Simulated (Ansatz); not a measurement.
# CH4BrClSi: one species, many methods

An exercise on one series of results from a longer session: the logs are not shown, and one member is left open.

Method: functionals in def2-TZVPP, the program's frozen cores in correlated methods; program: Ansatz 0.2.0, Gaussian basis.

Plan: LDA (SPW92), PBE-D4, revPBE-D4, BLYP-D4, r2SCAN-D4, B97M-V, PBE0-D4, B3LYP-D4, r2SCANh-D4, r2SCAN0-D4, HSE06-D4, BHLYP-D4, CAM-B3LYP-D4, LC-ωPBE, ωB97X-V, ωB97M-V, B2PLYP, PBE-QIDH; CCSD(T)/def2-SVP; CCSD(T)/def2-TZVPP; MP2/def2-QZVPP; extrapolation to the limit; RPA on PBE.

## The geometry

The geometry comes from an earlier relaxation with PBE0-D4 in a triple-zeta def2 set; it is a stationary point, not always the lowest conformer.

8 atoms, charge 0, spin multiplicity 1.

Atoms are counted from 1 here; the program's logs count them from 0.

Bond lengths: C1–Si2 1.848 Å, C1–H5 1.092 Å, C1–H6 1.092 Å, C1–H7 1.093 Å, Si2–Cl3 2.049 Å, Si2–Br4 2.216 Å, Si2–H8 1.478 Å. Angles: Si2–C1–H5 110.1°, Si2–C1–H6 110.4°, Si2–C1–H7 110.0°, H5–C1–H6 108.7°, H5–C1–H7 108.9°, H6–C1–H7 108.7°, C1–Si2–Cl3 109.8°, C1–Si2–Br4 109.8°, C1–Si2–H8 113.5°, Cl3–Si2–Br4 109.0°, Cl3–Si2–H8 107.4°, Br4–Si2–H8 107.2°.

Geometry (Å):

```xyz
8

C    -0.26800    0.98640    0.12764
Si    0.31011   -0.73318   -0.22672
Cl    1.63913   -1.32982    1.21460
Br   -1.41928   -2.11950   -0.23377
H    -0.97500    1.30972   -0.63972
H    -0.76276    1.02907    1.09965
H     0.58310    1.67168    0.13640
H     0.98481   -0.87137   -1.53398
```

The first run:

in.yaml reads:

```yaml
crystal:
  periodic: [false, false, false]
  atoms:
    - {symbol: C, position_ang: [-0.267997, 0.986400, 0.127643]}
    - {symbol: Si, position_ang: [0.310109, -0.733185, -0.226724]}
    - {symbol: Cl, position_ang: [1.639129, -1.329819, 1.214605]}
    - {symbol: Br, position_ang: [-1.419281, -2.119499, -0.233769]}
    - {symbol: H, position_ang: [-0.974997, 1.309721, -0.639722]}
    - {symbol: H, position_ang: [-0.762764, 1.029072, 1.099653]}
    - {symbol: H, position_ang: [0.583095, 1.671679, 0.136400]}
    - {symbol: H, position_ang: [0.984805, -0.871372, -1.533984]}
basis:
  gaussian: {orbitals: def2-TZVPP}
hamiltonian: {xc: lda}
output: {orbitals: {seedname: orbitals}}
```

Command:

```console
$ ansatz run in.yaml --threads 4 --pin off --events-out ev --progress --plain --max-ram 10444MiB
```

Among the steps run: LDA; PBE-D4 (GGA); revPBE-D4 (GGA); BLYP-D4 (GGA); r2SCAN-D4 (meta-GGA); B97M-V (meta-GGA); B3LYP-D4 (hybrid); r2SCANh-D4 (hybrid); r2SCAN0-D4 (hybrid); HSE06-D4 (hybrid); BHLYP-D4 (hybrid); CAM-B3LYP-D4 (range-separated); LC-ωPBE (range-separated); ωB97X-V (range-separated); ωB97M-V (range-separated); B2PLYP (double hybrid); PBE-QIDH (double hybrid).

One of the session's tables, all rows but one given; the rest of the session is left out.

It belongs to the step «Orbital energies across the functionals». 

```
  functional  HOMO (eV)  gap (eV)
 LDA (SPW92)      -7.33      6.25
      PBE-D4      -7.20      6.38
   revPBE-D4      -7.16      6.44
     BLYP-D4      -7.05      6.35
   r2SCAN-D4      -7.54      7.08
      B97M-V      -7.62      7.18
     PBE0-D4      -8.49      8.60
    B3LYP-D4      -8.24      8.12
  r2SCANh-D4      -8.01      7.87
  r2SCAN0-D4      -8.71      9.04
    HSE06-D4      -8.09      7.83
    BHLYP-D4      -9.64     10.77
CAM-B3LYP-D4      -9.83     11.02
     LC-ωPBE          ?         ?
     ωB97X-V     -10.86     13.14
     ωB97M-V     -10.70     12.74
```

Estimate the missing values for LC-ωPBE.

The run gave: HOMO (eV): -11.21; gap (eV): 13.61. In the column «HOMO (eV)» it is the lowest.
